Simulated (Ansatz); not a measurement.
**SnSe: taking an electron away**

The task here is to estimate one member of a computed series from the others.

The runs use Ansatz 0.2.0, Gaussian basis; unrestricted cation, the program's frozen cores in correlated methods.

Levels to be run: UKS PBE-D4/def2-TZVPP; UKS r2SCAN-D4/def2-TZVPP; UKS PBE0-D4/def2-TZVPP; UKS B3LYP-D4/def2-TZVPP; UKS wB97X-V/def2-TZVPP; UKS wB97M-V/def2-TZVPP; UKS B2PLYP/def2-TZVPP; UHF-CCSD(T)/def2-TZVPP; UHF-MP2/def2-QZVPP; extrapolation to the limit; then −ε(HOMO) from the neutral's earlier runs with LDA (SPW92), PBE-D4, revPBE-D4, BLYP-D4, r2SCAN-D4, B97M-V, PBE0-D4, B3LYP-D4, r2SCANh-D4, r2SCAN0-D4, HSE06-D4, BHLYP-D4, CAM-B3LYP-D4, LC-ωPBE, ωB97X-V, ωB97M-V.

## The geometry

All runs share one geometry, relaxed beforehand with PBE0-D4 in a triple-zeta def2 set. Sn takes the def2 core potential; no spin-orbit term is included.

SMILES `[Se][Sn]`, 2 atoms, charge 0, spin multiplicity 1.

Atoms are counted from 1 here; the program's logs count them from 0.

Bond lengths: Se1–Sn2 2.325 Å.

The first run:

Contents of in.yaml:

```yaml
crystal:
  periodic: [false, false, false]
  atoms:
    - {symbol: Se, position_ang: [0.000000, 0.000000, 0.006481]}
    - {symbol: Sn, position_ang: [-0.000000, -0.000000, 2.331859]}
basis:
  gaussian: {orbitals: def2-TZVPP}
total_charge: 1
magnetization: {spin_polarized: true, initial_magnetization: 1}
hamiltonian: {xc: pbe, dispersion: d4}
```

Started as:

```
$ ansatz run in.yaml --threads 4 --pin off --events-out ev --progress --plain --max-ram 10444MiB
```

Steps of the session up to this table: Cation, UKS PBE-D4/def2-TZVPP; Cation, UKS r2SCAN-D4/def2-TZVPP; Cation, UKS PBE0-D4/def2-TZVPP; Cation, UKS B3LYP-D4/def2-TZVPP; Cation, UKS wB97X-V/def2-TZVPP; Cation, UKS wB97M-V/def2-TZVPP; Cation, UKS B2PLYP (frozen core)/def2-TZVPP; Cation, UHF-CCSD(T)/def2-TZVPP; Cation, UHF-MP2/def2-QZVPP.

One table of the session follows, with a row left open; its other results are not shown here.

It belongs to the step «Ionisation energies side by side». Orbital estimates, from the neutral's runs:

```
  functional  −ε(HOMO) (eV)
 LDA (SPW92)           6.34
      PBE-D4              ?
   revPBE-D4           6.07
     BLYP-D4           5.96
   r2SCAN-D4           6.40
      B97M-V           6.25
     PBE0-D4           7.07
    B3LYP-D4           6.86
  r2SCANh-D4           6.74
  r2SCAN0-D4           7.26
    HSE06-D4           6.68
    BHLYP-D4           7.83
CAM-B3LYP-D4           8.19
     LC-ωPBE           9.41
     ωB97X-V           9.12
     ωB97M-V           9.02
```

**Question.** Estimate the row for PBE-D4.

As computed: −ε(HOMO) (eV): 6.14. In the column «−ε(HOMO) (eV)» it lies between revPBE-D4 (6.07) and B97M-V (6.25).
